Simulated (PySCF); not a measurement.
# One shape, several levels: Si2N2H6F− (SMILES N[Si-](F)N[SiH3])

Wanted: a comparison of 5 runs (HF/def2-SVP, B3LYP/6-31G*, PBE0/def2-SVP, BP86/6-31+G*, MP2/6-311+G**) of Si2N2H6F−. Input form: a Python script.

The results are computed with PySCF 2.14.0.

## (1) The system as given

Si2N2H6F−: 11 atoms, total charge -1, spin state singlet. SMILES: `N[Si-](F)N[SiH3]`. The shape is that of a GFN2-xTB optimisation. This is one conformer, not always the lowest.

Bond lengths: N1–Si2 1.768 Å, Si2–F3 1.717 Å, Si2–N4 1.851 Å, N4–Si5 1.679 Å, N1–H6 1.019 Å, N1–H7 1.012 Å, N4–H8 1.011 Å, Si5–H9 1.476 Å, Si5–H10 1.495 Å, Si5–H11 1.487 Å. Some angles: N1–Si2–F3 95.9°, N1–Si2–N4 103.2°, F3–Si2–N4 93.9°, Si2–N4–Si5 126.7°, Si2–N1–H6 114.8°, Si2–N1–H7 112.2°, Si2–N4–H8 112.7°, Si5–N4–H8 117.3°, N4–Si5–H9 108.5°, N4–Si5–H10 120.1°.

## (2) Energy and gradient at HF/def2-SVP (run 1)

Input file run.py:

```python
from pyscf import gto

mol = gto.Mole()
mol.atom = '''
N      0.693670     0.849470     1.636480
Si    -0.185140    -0.684930     1.635790
F      1.209510    -1.685770     1.654960
N     -0.524300    -0.977000    -0.160180
Si    -0.552450     0.179250    -1.376620
H      1.462230     0.901330     0.969780
H      0.085920     1.638340     1.458620
H     -0.362730    -1.936070    -0.436110
H     -1.315920     1.347080    -0.894220
H      0.727960     0.734890    -1.911130
H     -1.238750    -0.366580    -2.577360
'''
mol.max_memory = 1860
mol.basis = 'def2-svp'
mol.verbose = 3
mol.spin = 0
mol.charge = -1
mol.build()

mf = mol.RHF()
mf.conv_tol = 1e-10
mf.kernel()
if not mf.converged:
    mf = mf.newton().run(mf.mo_coeff, mf.mo_occ)

e_final = mf.e_tot
print(f'total energy: {e_final:.8f} hartree')
grad = mf.nuc_grad_method().kernel()
mf.analyze()
```

Command:

```bash
$ OMP_NUM_THREADS=1 python run.py
```

Output:

```text
converged SCF energy = -789.446777957614
[... 13 lines left out ...]
MO #4   energy= -15.34125985758    occ= 2
[... 12 lines left out ...]
MO #17  energy= -0.563978060303839 occ= 2
[... 12 lines left out ...]
MO #30  energy= 0.311870427930077  occ= 0
[... 12 lines left out ...]
MO #43  energy= 0.636828997927725  occ= 0
[... 12 lines left out ...]
MO #56  energy= 1.04201807429347   occ= 0
[... 12 lines left out ...]
MO #69  energy= 1.50327562085834   occ= 0
[... 12 lines left out ...]
MO #82  energy= 2.14275424651123   occ= 0
[... 12 lines left out ...]
MO #95  energy= 3.05759866792719   occ= 0
[... 12 lines left out ...]
MO #108 energy= 4.08217198547416   occ= 0
[... 13 lines left out ...]
WARN: System has nonzero charge -1; the dipole moment is origin-dependent.
Location of origin: [0. 0. 0.]

Dipole moment(X, Y, Z, Debye):  0.20218,  3.05065, -6.54494
```

Wall time 26 s (1 thread of Intel Xeon at 2.50GHz (Skylake/Cascade Lake), shared host); peak memory 0.25 GiB.

## (3) Energy and forces at B3LYP/6-31G(d) (spherical functions) (run 2)

Input file geometry.xyz:

```xyz
11

N      0.693670     0.849470     1.636480
Si    -0.185140    -0.684930     1.635790
F      1.209510    -1.685770     1.654960
N     -0.524300    -0.977000    -0.160180
Si    -0.552450     0.179250    -1.376620
H      1.462230     0.901330     0.969780
H      0.085920     1.638340     1.458620
H     -0.362730    -1.936070    -0.436110
H     -1.315920     1.347080    -0.894220
H      0.727960     0.734890    -1.911130
H     -1.238750    -0.366580    -2.577360
```

Input file run.py:

```python
import pyscf.grad
from pyscf import gto, dft

molecule = gto.Mole()
molecule.atom = 'geometry.xyz'
molecule.basis = '6-31g*'
molecule.charge = -1
molecule.max_memory = 1860
molecule.verbose = 4
molecule.build()

myscf = dft.RKS(molecule, xc='b3lyp')
myscf.grids.level = 5
myscf.conv_tol = 1e-10
myscf.kernel()
if not myscf.converged:
    myscf = myscf.newton().run(myscf.mo_coeff, myscf.mo_occ)

energy = myscf.e_tot
print(f'total energy: {energy:.8f} hartree')
grad = myscf.Gradients().kernel()
myscf.analyze()
```

Command:

```bash
$ OMP_NUM_THREADS=1 python run.py
```

Output:

```text
PySCF version 2.14.0

[... 82 lines left out ...]
total energy: -792.04641730 hartree
[... 26 lines left out ...]
MO #6   energy= -5.11811606789373  occ= 2
[... 11 lines left out ...]
MO #18  energy= -0.31106490319939  occ= 2
[... 11 lines left out ...]
MO #30  energy= 0.184732046301682  occ= 0
[... 11 lines left out ...]
MO #42  energy= 0.419797406493995  occ= 0
[... 11 lines left out ...]
MO #54  energy= 0.853086662747844  occ= 0
[... 11 lines left out ...]
MO #66  energy= 1.27484612662557   occ= 0
[... 11 lines left out ...]
MO #78  energy= 2.05872373911484   occ= 0
[... 11 lines left out ...]
MO #90  energy= 2.91317523803722   occ= 0
[... 105 lines left out ...]
WARN: System has nonzero charge -1; the dipole moment is origin-dependent.
Location of origin: [0. 0. 0.]

Dipole moment(X, Y, Z, Debye):  0.51838,  2.76424, -6.07670
```

Wall time 95 s (1 thread of Intel Xeon at 2.50GHz (Skylake/Cascade Lake), shared host); peak memory 0.89 GiB.

Runs 3 to 4 aren't shown in full; the table further down has their settings and results.

## (4) Energy and forces at MP2/6-311+G(d,p) (run 5)

Input file calc.py:

```python
from pyscf import gto, mp

mol = gto.Mole()
mol.atom = '''
N      1.310846     1.605266     3.092499
Si    -0.349864    -1.294330     3.091195
F      2.285643    -3.185644     3.127421
N     -0.990783    -1.846262    -0.302696
Si    -1.043979     0.338733    -2.601435
H      2.763214     1.703267     1.832619
H      0.162365     3.096014     2.756392
H     -0.685460    -3.658642    -0.824128
H     -2.486728     2.545612    -1.689831
H      1.375645     1.388741    -3.611512
H     -2.340898    -0.692736    -4.870505
'''
mol.basis = '6-311+g**'
mol.max_memory = 1860
mol.verbose = 4
mol.charge = -1
mol.unit = 'bohr'
mol.build()

calc0 = mol.RHF()
calc0.conv_tol = 1e-10
calc0.kernel()
if not calc0.converged:
    calc0 = calc0.newton().run(calc0.mo_coeff, calc0.mo_occ)

pt = mp.MP2(calc0, frozen=13).run()
e_tot = pt.e_tot
print('Final energy', e_tot)
grad = pt.nuc_grad_method().kernel()
dip = calc0.dip_moment()
pop, q = calc0.mulliken_pop()
```

Command:

```bash
$ OMP_NUM_THREADS=1 python calc.py
```

Output:

```text
PySCF version 2.14.0

[... 69 lines left out ...]
converged SCF energy = -789.887030908485
[... 8 lines left out ...]
Final energy -790.6754085001182
[... 9 lines left out ...]
WARN: System has nonzero charge -1; the dipole moment is origin-dependent.
[... 2 lines left out ...]
Dipole moment(X, Y, Z, Debye):  0.38171,  3.31654, -7.36860
[... 174 lines left out ...]
charge of   10H =     -0.25591
```

Wall time 3.6 min (1 thread of Intel Xeon at 2.50GHz (Skylake/Cascade Lake), shared host); peak memory 1.9 GiB.

## (5) Overview of the runs

```csv
run,level,integration grid,frozen core orbitals,energy (Eh),HOMO energy (eV),LUMO energy (eV),HOMO–LUMO gap (eV),wall time
1,HF/def2-SVP,–,–,-789.446778,-2.04,8.49,10.52,26 s
2,B3LYP/6-31G* (spherical functions),5,–,-792.046417,0.48,5.03,4.55,95 s
3,PBE0/def2-SVP,5,–,-791.243609,0.24,5.35,5.11,1.7 min
4,BP86/6-31+G* (spherical functions),5,–,-792.096207,0.40,2.93,2.52,2.1 min
5,MP2/6-311+G**,–,13,-790.675409,-2.49,4.28,6.76,3.6 min
```

## (6) What came out

```
                                                    quantity          value
                                         run 5: total energy  -790.67541 Eh
                  run 5: HOMO energy (Hartree–Fock orbitals)       -2.49 eV
                  run 5: LUMO energy (Hartree–Fock orbitals)        4.28 eV
run 5: HOMO–LUMO gap (to an unbound level, set by the basis)        6.76 eV
         run 5: correlation energy (13 core orbitals frozen)     -788.4 mEh
                             run 5: largest force on an atom     1.060 eV/Å
```

What this shows: Over runs 1, 2, 3, 4 the HOMO–LUMO gap runs from 2.52 eV (BP86/6-31+G*) to 10.52 eV (HF/def2-SVP). The two ends differ in method and basis. The empty levels of an anion lie above zero and hang on the basis. Totals of different functionals can't be ranked against each other. In runs 2, 3, 4 the HOMO lies above zero, so the outermost electron may be held by the basis alone. All runs together took 9.4 min, the longest 3.6 min.
